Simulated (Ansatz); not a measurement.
# C2H6OSeSi: the cost of one run

Computed with Ansatz 0.2.0, Gaussian basis. Level: functionals in def2-TZVPP, the program's frozen cores in correlated methods.

Levels to be run: PBE-D4, r2SCAN-D4, PBE0-D4, B3LYP-D4, ωB97X-V, ωB97M-V, B2PLYP; CCSD(T)/def2-TZVPP; MP2/def2-QZVPP; extrapolation to the limit.

### Step 1. The geometry

An earlier PBE0-D4 in a triple-zeta def2 set relaxation fixed the geometry.

SMILES `O[SiH2]/C=C/[SeH]`, 11 atoms, charge 0, spin multiplicity 1.

Atoms are counted from 1 here; the program's logs count them from 0.

Bond lengths: O1–Si2 1.650 Å, O1–H6 0.958 Å, Si2–C3 1.843 Å, Si2–H7 1.492 Å, Si2–H8 1.490 Å, C3–C4 1.333 Å, C3–H9 1.089 Å, C4–Se5 1.891 Å, C4–H10 1.086 Å, Se5–H11 1.467 Å. Angles: Si2–O1–H6 117.3°, O1–Si2–C3 108.7°, O1–Si2–H7 108.8°, O1–Si2–H8 111.8°, C3–Si2–H7 111.6°, C3–Si2–H8 107.4°, H7–Si2–H8 108.6°, Si2–C3–C4 120.5°, Si2–C3–H9 120.0°, C4–C3–H9 119.5°, C3–C4–Se5 124.1°, C3–C4–H10 121.6°, Se5–C4–H10 114.3°, C4–Se5–H11 95.1°.

### Step 2. PBE-D4 (GGA)

in.yaml

```yaml
crystal:
  periodic: [false, false, false]
  atoms:
    - {symbol: O, position_ang: [-1.834722, 1.609214, 0.721883]}
    - {symbol: Si, position_ang: [-0.565676, 0.637203, 1.130675]}
    - {symbol: C, position_ang: [0.473770, 0.362863, -0.366052]}
    - {symbol: C, position_ang: [0.666785, -0.868135, -0.838689]}
    - {symbol: Se, position_ang: [1.744619, -1.270376, -2.339707]}
    - {symbol: H, position_ang: [-2.242397, 2.117920, 1.423410]}
    - {symbol: H, position_ang: [0.208483, 1.293149, 2.224047]}
    - {symbol: H, position_ang: [-1.022487, -0.698975, 1.607391]}
    - {symbol: H, position_ang: [0.947295, 1.207981, -0.863187]}
    - {symbol: H, position_ang: [0.206249, -1.734294, -0.373915]}
    - {symbol: H, position_ang: [1.483382, -2.713351, -2.305354]}
basis:
  gaussian: {orbitals: def2-TZVPP}
hamiltonian: {xc: pbe, dispersion: d4}
output: {forces: true, orbitals: {seedname: orbitals}}
```

Launch:

```console
ansatz run in.yaml --threads 4 --pin off --events-out ev --progress --plain --max-ram 10444MiB
```

**Question.** How long does this run take on 4 threads of Arm Neoverse N1, shared host, and how much memory does it need?

About 5.5 s, with a peak of 0.37 GiB.
